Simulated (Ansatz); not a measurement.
# ZrSi3 (AuCu3 type): how the settings move a single-point run

Aim: see which settings change the result for ZrSi3 (AuCu3 type), by how much, and at what cost.

Computed with Ansatz 0.2.0 (reference: DFT PBEsol, scalar-relativistic, plane waves, PAW, unless a step's input says otherwise).

2 further runs of the same task are left out: 2 that didn't finish.

### 1 The system as given

It takes space group Pm-3m (No. 221, cubic). Conventional cell: a = 3.951 Å, b = 3.951 Å, c = 3.951 Å, α = 90.00°, β = 90.00°, γ = 90.00°. Zr (site symmetry m-3m) is surrounded by 12 Si at 2.79 Å. Si (site symmetry 4/mmm) is surrounded by 4 Zr at 2.79 Å and 8 Si at 2.79 Å.

Coordinates:

```
CELL_PARAMETERS angstrom
3.95077 0.00000 0.00000
0.00000 3.95077 0.00000
0.00000 0.00000 3.95077
ATOMIC_POSITIONS crystal
Zr 0.00000 0.00000 0.00000
Si 0.00000 0.50000 0.50000
Si 0.50000 0.50000 0.00000
Si 0.50000 0.00000 0.50000
```

### 2 Baseline

Contents of input.yaml:

```yaml
crystal:
  lattice:
    - [3.9507739786, 0.0, 0.0]
    - [0.0, 3.9507739786, 0.0]
    - [0.0, 0.0, 3.9507739786]
  atoms:
    - { symbol: Zr, position: [0.0, 0.0, 0.0] }
    - { symbol: Si, position: [0.0, 0.5, 0.5] }
    - { symbol: Si, position: [0.5, 0.5, 0.0] }
    - { symbol: Si, position: [0.5, 0.0, 0.5] }
basis:
  ecutwfc: 420
  ecutrho_ratio: 4
kpoints:
  mp_grid: { grid: [8, 8, 8] }
hamiltonian:
  xc: pbesol
scf:
  occupations: { method: gaussian, width: 0.05 }
output:
  forces: true
  stress: true
  eigenvalues: true
```

On the command line:

```
ansatz run input.yaml --threads 4 --pin off --max-ram 4096MiB --backend cpu --events-out ev --progress --plain --runs-dir out
```

### 3 Changed: hubbard.sites [{species: Zr, l: d, u_eff: 6.0}], hubbard.double_counting fll

input.yaml: that of step 2 with these lines changed.

```diff
@@ -17,2 +17,3 @@
   xc: pbesol
+  hubbard: { sites: [{ species: Zr, l: d, u_eff: 6.0 }], double_counting: fll }
 scf:
@@ -22,2 +23 @@
   stress: true
-  eigenvalues: true
```

### 4 Changing settings: lower_state_search light, scf.algorithm density_mixing

input.yaml: that of step 2 with these lines changed.

```diff
@@ -19,2 +19,4 @@
   occupations: { method: gaussian, width: 0.05 }
+  lower_state_search: light
+  algorithm: density_mixing
 output:
@@ -22,2 +24 @@
   stress: true
-  eigenvalues: true
```

### 5 Variant: ecutwfc 550 eV, hubbard.sites [{species: Zr, l: d, u_eff: 1.0}], hubbard.double_counting fll, n_extra_bands 2

input.yaml: that of step 2 with these lines changed.

```diff
@@ -11,3 +11,3 @@
 basis:
-  ecutwfc: 420
+  ecutwfc: "550 eV"
   ecutrho_ratio: 4
@@ -17,4 +17,6 @@
   xc: pbesol
+  hubbard: { sites: [{ species: Zr, l: d, u_eff: 1.0 }], double_counting: fll }
 scf:
   occupations: { method: gaussian, width: 0.05 }
+  n_extra_bands: 2
 output:
@@ -22,2 +24 @@
   stress: true
-  eigenvalues: true
```

### 6 Variant: ecutwfc 29.4 Ry, hubbard.sites [{species: Zr, l: d, u_eff: 8.0}], hubbard.double_counting amf

input.yaml: that of step 2 with these lines changed.

```diff
@@ -11,3 +11,3 @@
 basis:
-  ecutwfc: 420
+  ecutwfc: "29.4 Ry"
   ecutrho_ratio: 4
@@ -17,2 +17,3 @@
   xc: pbesol
+  hubbard: { sites: [{ species: Zr, l: d, u_eff: 8.0 }], double_counting: amf }
 scf:
@@ -22,2 +23 @@
   stress: true
-  eigenvalues: true
```

### 7 Changing settings: starting moments, occupations.method fermi_dirac, occupations.width 0.3, spin_polarized true

Contents of input.yaml:

```yaml
crystal:
  lattice:
    - [3.9507739786, 0.0, 0.0]
    - [0.0, 3.9507739786, 0.0]
    - [0.0, 0.0, 3.9507739786]
  atoms:
    - { symbol: Zr, position: [0.0, 0.0, 0.0], spin: 2.0 }
    - { symbol: Si, position: [0.0, 0.5, 0.5], spin: 2.0 }
    - { symbol: Si, position: [0.5, 0.5, 0.0], spin: 2.0 }
    - { symbol: Si, position: [0.5, 0.0, 0.5], spin: 1.0 }
basis:
  ecutwfc: 420
  ecutrho_ratio: 4
kpoints:
  mp_grid: { grid: [8, 8, 8] }
hamiltonian:
  xc: pbesol
scf:
  occupations: { method: fermi_dirac, width: 0.3 }
output:
  forces: true
  stress: true
magnetization:
  spin_polarized: true
```

**Question.** What will these runs give? Wanted: for each run, ending; energy change; pressure; gap; force.

The runs gave:

| run | ending | energy change | pressure (GPa) | gap (eV) | force (eV/Å) | cycles | time |
| --- | --- | --- | --- | --- | --- | --- | --- |
| reference | converged | 0 | 0.0 | 0.00 | 0.00 | 6 | 1.4 s |
| 1: hubbard.sites [{species: Zr, l: d, u_eff: 6.0}], hubbard.double_counting fll | converged | +1.66 eV/atom (U changed: no physical gain or loss) | 4.7 | 0.00 | 0.00 | 8 | 2.3 s |
| 2: lower_state_search light, scf.algorithm density_mixing | converged | 0.0 meV/atom | 0.0 | 0.00 | 0.00 | 6 | 1.4 s |
| 3: ecutwfc 550 eV, hubbard.sites [{species: Zr, l: d, u_eff: 1.0}], hubbard.double_counting fll, n_extra_bands 2 | converged | +281.8 meV/atom (U changed: no physical gain or loss) | 0.6 | 0.00 | 0.00 | 7 | 2.7 s |
| 4: ecutwfc 29.4 Ry, hubbard.sites [{species: Zr, l: d, u_eff: 8.0}], hubbard.double_counting amf | converged | -20.6 meV/atom (U changed: no physical gain or loss) | -0.1 | 0.00 | 0.00 | 8 | 2.1 s |
| 5: starting moments, occupations.method fermi_dirac, occupations.width 0.3, spin_polarized true | converged | +2.5 meV/atom (σ→0) | 0.6 | 0.00 | 0.00 | 9 | 6.9 s |

Residual by cycle in the longest SCF loop of each run; runs are numbered as in the table. The quantity is the density residual dr2, in eV.

| cycle | reference | run 1 | run 2 | run 3 | run 4 | run 5 |
| --- | --- | --- | --- | --- | --- | --- |
| 1 | 0.0211 | 0.885 | 0.0211 | 0.967 | 1.37 | 0.893 |
| 2 | 0.004 | 0.198 | 0.004 | 0.333 | 0.253 | 0.513 |
| 3 | 2.9e-4 | 0.0696 | 2.9e-4 | 0.00572 | 0.0214 | 0.0128 |
| 4 | 2.7e-6 | 0.00181 | 2.7e-6 | 2.9e-4 | 7.1e-4 | 0.00347 |
| 5 | 3.6e-8 | 1.1e-4 | 3.6e-8 | 6.2e-6 | 5.1e-4 | 5.1e-4 |
| 6 | 9.6e-10 | 5.0e-6 | 9.6e-10 | 3.4e-7 | 2.9e-5 | 1.2e-4 |
| 7 | - | 4.7e-8 | - | 3.4e-9 | 1.1e-6 | 4.1e-6 |
| 8 | - | 2.9e-9 | - | - | 2.3e-8 | 6.4e-9 |
| 9 | - | - | - | - | - | 4.8e-10 |

What this shows: Run 4 ran under the cutoff that the potentials recommend, as the log warns, so basis error is mixed into its values. A changed U is a change of model: its shifts are not errors of convergence. Of the variants the dearest is «starting moments, occupations.method fermi_dirac, occupations.width 0.3, spin_polarized true» (6.9 s), the cheapest «lower_state_search light, scf.algorithm density_mixing» (1.4 s), on a shared host.
